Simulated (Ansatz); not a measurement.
# C3H9Y: the cost of one run

Method: the settings change from run to run; program: Ansatz 0.2.0, Gaussian basis.

**1. The molecule**

The geometry comes from an earlier relaxation with PBE0-D4 in a triple-zeta def2 set; it is a stationary point, not always the lowest conformer. Y takes a core potential in def2 sets; no spin-orbit term is included.

SMILES `[CH3][Y]([CH3])[CH3]`, 13 atoms, charge 0, spin multiplicity 1.

Atoms are counted from 1 here; the program's logs count them from 0.

Bond lengths: C1–Y2 2.341 Å, C1–H5 1.100 Å, C1–H6 1.099 Å, C1–H7 1.098 Å, Y2–C3 2.340 Å, Y2–C4 2.340 Å, C3–H8 1.100 Å, C3–H9 1.098 Å, C3–H10 1.099 Å, C4–H11 1.100 Å, C4–H12 1.099 Å, C4–H13 1.099 Å. Angles: Y2–C1–H5 114.1°, Y2–C1–H6 111.4°, Y2–C1–H7 111.6°, H5–C1–H6 106.2°, H5–C1–H7 106.2°, H6–C1–H7 106.8°, C1–Y2–C3 111.2°, C1–Y2–C4 111.3°, C3–Y2–C4 111.3°, Y2–C3–H8 114.2°, Y2–C3–H9 111.5°, Y2–C3–H10 111.5°, H8–C3–H9 106.2°, H8–C3–H10 106.2°, H9–C3–H10 106.8°, Y2–C4–H11 114.2°, Y2–C4–H12 111.5°, Y2–C4–H13 111.5° and more.

**2. PBE0/x2c-TZVPPall**

This run has atoms shaken by 0.15 Å, finite nuclei, a point charge of -1.00 e beside it, D3(BJ) with three-body dispersion, high accuracy.

in.yaml reads:

```yaml
crystal:
  periodic: [false, false, false]
  atoms:
    - {symbol: C, position_ang: [-0.808933, 1.960013, -0.527019]}
    - {symbol: Y, position_ang: [0.575762, -0.063189, -0.478672]}
    - {symbol: C, position_ang: [1.995660, -0.205800, 1.450878]}
    - {symbol: C, position_ang: [-0.761071, -2.069626, -0.886051]}
    - {symbol: H, position_ang: [-0.273171, 2.980376, -1.626023]}
    - {symbol: H, position_ang: [-0.403104, 2.800517, 0.490052]}
    - {symbol: H, position_ang: [-1.757241, 1.798572, -0.734712]}
    - {symbol: H, position_ang: [2.807559, -0.050238, 1.377483]}
    - {symbol: H, position_ang: [1.143988, -1.350058, 2.222711]}
    - {symbol: H, position_ang: [1.318567, 0.659949, 2.365600]}
    - {symbol: H, position_ang: [-0.480600, -2.249686, -2.006271]}
    - {symbol: H, position_ang: [-1.890750, -1.382302, -0.879580]}
    - {symbol: H, position_ang: [-0.825383, -2.509919, -0.036750]}
basis:
  gaussian: {orbitals: x2c-TZVPPall, nuclear_model: gaussian, point_charges: [{charge: -1.00, position_ang: [5.840, 0.447, 0.406]}]}
hamiltonian: {xc: {name: PBE0}, dispersion: d3bjatm}
accuracy: high
output: {forces: true}
```

On the command line:

```
$ ansatz run in.yaml --threads 4 --pin off --events-out ev --progress --plain --max-ram 10444MiB
```

Q: Estimate wall time and peak memory on 4 threads of Intel Xeon 6975P-C, shared host.

About 26 s, with a peak of 2.8 GiB.
